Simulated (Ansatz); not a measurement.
# WO+ (sextet): from Hartree-Fock to the top rungs, def2-TZVPP

The task here is to estimate one member of a computed series from the others.

Computed with Ansatz 0.2.0, Gaussian basis. Level: def2-TZVPP, core rule «outside noble gas», up to 5 orbitals frozen.

The runs, in order: UHF; ROHF; CCSD(T) on UHF.

### The system

The geometry is a PBE0/def2-TZVP stationary point (not a proven minimum) of the parent state, kept for this charge and spin. No spin-orbit coupling is included. Elements past krypton take def2 core potentials.

2 atoms, charge 1, spin multiplicity 6.

Atoms are counted from 1 here; the program's logs count them from 0.

Bond lengths: W1–O2 1.995 Å.

As a file:

```xyz
2

W     0.0000    0.0000    0.0000
O     0.0000    0.0000    1.9946
```

Set-up of the first run:

in.yaml reads:

```yaml
crystal:
  periodic: [false, false, false]
  atoms:
    - {symbol: W, position_ang: [0.000000, 0.000000, 0.000000]}
    - {symbol: O, position_ang: [0.000000, 0.000000, 1.994600]}
basis:
  gaussian: {orbitals: def2-TZVPP}
total_charge: 1
magnetization: {spin_polarized: true, initial_magnetization: 5}
hamiltonian: {xc: hf}
output: {orbitals: {seedname: orbitals}}
```

Launch:

```
$ ansatz run in.yaml --threads 1 --pin off --events-out ev --progress --plain --max-ram 4096MiB --backend cpu
```

Steps of the session up to this table: UHF; ROHF; CCSD(T) on UHF.

One table of the session follows, with a row left open; its other results are not shown here.

```
  method  from UCCSD(T) (kcal/mol)
    ROHF                   +194.71
     UHF                   +188.44
    UMP2                    +20.04
   UCCSD                         ?
UCCSD(T)                         0
```

Estimate the missing values for UCCSD.

The run gave: from UCCSD(T) (kcal/mol): +9.50. In the column «from UCCSD(T) (kcal/mol)» it lies between UCCSD(T) (0) and UMP2 (+20.04).
